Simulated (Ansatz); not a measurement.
**K2LiCrF6: one candidate structure**

Where does K2LiCrF6 go from the start given, structure listed in a database for this formula (Fm-3m, No. 225)?

Method: DFT PBEsol, scalar-relativistic, plane waves, PAW, in Ansatz 0.2.0.

## (1) The structure to begin with

The structure is cubic, space group Fm-3m (No. 225). The conventional cell has a = 8.116 Å, b = 8.116 Å, c = 8.116 Å, α = 90.00°, β = 90.00°, γ = 90.00°. K (site symmetry -43m) has 12 F at 2.87 Å in its first shell of neighbours. Li (site symmetry m-3m) has 6 F at 2.10 Å in its first shell of neighbours. Around Cr (site symmetry m-3m) lie 6 F at 1.96 Å. F (site symmetry 4mm) has 1 Cr at 1.96 Å and 1 Li at 2.10 Å and 4 K at 2.87 Å in its first shell of neighbours.

Structure file:

```cif
data_structure
_symmetry_space_group_name_H-M 'P 1'
_symmetry_Int_Tables_number 1
_cell_length_a 5.7392
_cell_length_b 5.7392
_cell_length_c 5.7392
_cell_angle_alpha 60.000
_cell_angle_beta 60.000
_cell_angle_gamma 60.000
_cell_volume 133.67
loop_
_atom_site_label
_atom_site_type_symbol
_atom_site_fract_x
_atom_site_fract_y
_atom_site_fract_z
_atom_site_occupancy
K1 K 0.25000 0.25000 0.25000 1
K2 K 0.75000 0.75000 0.75000 1
Li1 Li 0.50000 0.50000 0.50000 1
Cr1 Cr 0.00000 0.00000 0.00000 1
F1 F 0.75909 0.24091 0.24091 1
F2 F 0.24091 0.75909 0.75909 1
F3 F 0.24091 0.75909 0.24091 1
F4 F 0.75909 0.24091 0.75909 1
F5 F 0.24091 0.24091 0.75909 1
F6 F 0.75909 0.75909 0.24091 1
```

(A quick probe on a coarse mesh, which set the mesh and smearing, is not shown.)

## (3) Rough relaxation on the coarse mesh

Input file input.yaml:

```yaml
crystal:
  lattice:
    - [0.0, 4.058214, 4.058214]
    - [4.058214, 0.0, 4.058214]
    - [4.058214, 4.058214, 0.0]
  atoms:
    - { symbol: K, position: [0.25, 0.25, 0.25] }
    - { symbol: K, position: [0.75, 0.75, 0.75] }
    - { symbol: Li, position: [0.5, 0.5, 0.5] }
    - { symbol: Cr, position: [0.0, 0.0, 0.0], spin: 2.63 }
    - { symbol: F, position: [0.759091, 0.240909, 0.240909] }
    - { symbol: F, position: [0.240909, 0.759091, 0.759091] }
    - { symbol: F, position: [0.240909, 0.759091, 0.240909] }
    - { symbol: F, position: [0.759091, 0.240909, 0.759091] }
    - { symbol: F, position: [0.240909, 0.240909, 0.759091] }
    - { symbol: F, position: [0.759091, 0.759091, 0.240909] }
basis:
  ecutwfc: 420
kpoints:
  mp_grid: { grid: [4, 4, 4] }
hamiltonian:
  xc: pbesol
scf:
  occupations: { method: gaussian, width: 0.1 }
  lower_state_search: "off"
output:
  forces: true
  stress: true
  eigenvalues: true
  populations: true
magnetization:
  spin_polarized: true
relax:
  adjacent_minimum: "off"
  f_tol: 0.04
  max_steps: 70
  cell: { stress_tol: 0.4 }
```

Launch:

```sh
ansatz run input.yaml --threads 1 --pin off --max-ram 2560MiB --backend cpu --events-out ev --progress --plain --runs-dir out
```

Further runs follow: full relaxation.

**Question.** What will these runs give?

**Answer**, as computed:

Formation energies count from the elements, computed with the same settings in runs not shown here.

| quantity | value |
| --- | --- |
| cell (conventional) | a = 7.942 Å, b = 7.942 Å, c = 7.942 Å, α = 90.00°, β = 90.00°, γ = 90.00° |
| space group | Fm-3m (No. 225) |
| volume | 12.52 Å³/atom |
| gap on the mesh | 2.23 eV |
| formation energy from the elements | -2.861 eV/atom |
| largest moment | 2.33 μB |

**Reading.** The space group stayed Fm-3m, and from the first guess the volume went from 13.37 to 12.52 Å³/atom. With -2.86 eV/atom it lies under the elements, which doesn't yet make it stable against other compounds of them.

The gaps are Kohn-Sham values of a semilocal functional, not quasiparticle or optical gaps. Such gaps usually fall short of the measured ones.
